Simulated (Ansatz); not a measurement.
# SiH2Br2 (dibromosilane) at B3LYP/6-31G(d) (spherical functions)

Aim: the electronic atomisation energy of SiH2Br2 (dibromosilane) at B3LYP/6-31G* (spherical functions), from 4 runs. 

The results are computed with Ansatz 0.2.0.

53 further runs of the same task are left out: 6 that didn't finish, 47 set aside as unsound or not needed.

## (1) The structure to begin with

The species is SiH2Br2 (5 atoms), meant as a singlet with charge 0. SMILES: `Br[SiH2]Br`. The coordinates come from a PBE0-D4/def2-TZVP relaxation.

Bond lengths: Br1–Si2 2.207 Å, Si2–Br3 2.207 Å, Si2–H4 1.476 Å, Si2–H5 1.476 Å. Angles: Br1–Si2–Br3 110.8°, Br1–Si2–H4 108.4°, Br1–Si2–H5 108.4°, Br3–Si2–H4 108.4°, Br3–Si2–H5 108.4°, H4–Si2–H5 112.5°.

## (2) A single-point energy at B3LYP/6-31G(d) (spherical functions)

File in.yaml:

```yaml
crystal:
  periodic: [false, false, false]
  atoms:
    - {symbol: Br, position_ang: [-1.672690, -1.239290, 0.362310]}
    - {symbol: Si, position_ang: [0.158230, -0.046290, 0.054680]}
    - {symbol: Br, position_ang: [-0.295570, 1.814160, -1.042010]}
    - {symbol: H, position_ang: [1.103430, -0.843230, -0.751710]}
    - {symbol: H, position_ang: [0.706590, 0.314640, 1.376730]}
basis:
  gaussian:
    orbitals: 6-31G_st_-spherical.json
total_charge: 0
hamiltonian:
  xc: {name: B3LYP}
accuracy: high
output: {orbitals: {seedname: orbitals}}
```

The basis set 6-31G* is read from a file made from the Basis Set Exchange's data (not shown).

Launch:

```bash
$ ansatz run in.yaml --threads 1 --pin off --max-ram 3480MiB --events-out events.jsonl --progress --plain --runs-dir runs
```

The program printed:

```text
Warning: RAYON_NUM_THREADS=1 ignored (pool sized by the plan → 1); use --threads N
Functional definition: B3LYP
  name "B3LYP"
  parameter a0 = 0.2
  parameter ax = 0.72
  parameter ac = 0.81
  exchange = (1 - a0 - ax)*slater_x + ax*b88_x + a0*exact_x
  correlation = (1 - ac)*vwn_rpa_c + ac*lyp_c
1620 factors; integrals over basis functions are off by at most 1.1e-8 eV
mean field evaluation 1: about -147989.5074 eV, gradient 9.4e0 eV
mean field evaluation 2: about -147989.6768 eV, gradient 5.8e0 eV
mean field evaluation 4: about -147989.7803 eV, gradient 2.4e-1 eV
mean field evaluation 8: about -147989.8775 eV, gradient 4.8e-2 eV
mean field evaluation 16: about -147989.8775 eV, gradient 2.2e-6 eV
mean field -147989.87746952 eV, -5438.5276858629 hartree, gradient 3.5e-8 eV, S^2 0.000000; 0 other end points of the search recorded, 0 dependent functions left out
reference -147989.87750446 eV, -5438.5276871472 hartree; 43, 43 occupied and 43, 43 virtual orbitals, 1620 factors
Total energy: -147989.87750446 eV, -5438.5276871472 hartree
```

Run time: 8.1 s. Hardware: 1 thread of Arm Neoverse V2, shared host; peak memory 0.31 GiB.

## (3) The Br atom at the same level

File in.yaml:

```yaml
crystal:
  periodic: [false, false, false]
  atoms:
    - symbol: Br
      position_ang: [0.000000, 0.000000, 0.000000]
basis:
  gaussian: {orbitals: 6-31G_st_-spherical.json}
magnetization: {spin_polarized: true, initial_magnetization: 1}
hamiltonian: {xc: {name: B3LYP}}
accuracy: high
```

The basis set 6-31G* is read from a file made from the Basis Set Exchange's data (not shown).

Run the same way, it converges to -2573.83095 Eh (log not shown).

## (4) The H atom, same level

File in.yaml:

```yaml
basis:
  gaussian:
    orbitals: "6-31G*"
crystal:
  periodic: [false, false, false]
  atoms:
    - {symbol: H, position_ang: [0.000000, 0.000000, 0.000000]}
accuracy: high
hamiltonian:
  xc: {name: B3LYP}
magnetization:
  spin_polarized: true
  initial_magnetization: 1
```

Run the same way, it converges to -0.50027 Eh (log not shown).

## (5) The Si atom at the same level

File molecule.yaml:

```yaml
crystal:
  periodic: [false, false, false]
  atoms:
    - {symbol: Si, position_ang: [0.000000, 0.000000, 0.000000]}
basis:
  gaussian:
    orbitals: 6-31G_st_-spherical.json
magnetization:
  spin_polarized: true
  initial_magnetization: 2
hamiltonian:
  xc: {name: B3LYP}
accuracy: high
```

The basis set 6-31G* is read from a file made from the Basis Set Exchange's data (not shown).

Run the same way, it converges to -289.36979 Eh (log not shown).

## (6) Outcome

At B3LYP/6-31G* (spherical functions):

```
                     quantity           value
       molecule: total energy  -5438.52769 Eh
        molecule: HOMO energy        -8.32 eV
        molecule: LUMO energy        -0.86 eV
      molecule: HOMO–LUMO gap         7.46 eV
        Br atom: total energy  -2573.83095 Eh
                Br atom: ⟨S²⟩           0.751
         H atom: total energy     -0.50027 Eh
                 H atom: ⟨S²⟩           0.750
        Si atom: total energy   -289.36979 Eh
                Si atom: ⟨S²⟩           2.002
electronic atomisation energy       13.482 eV
```

In words: Taking the molecule apart into free atoms costs 13.48 eV (1301 kJ/mol), before zero-point energy and without spin-orbit coupling.
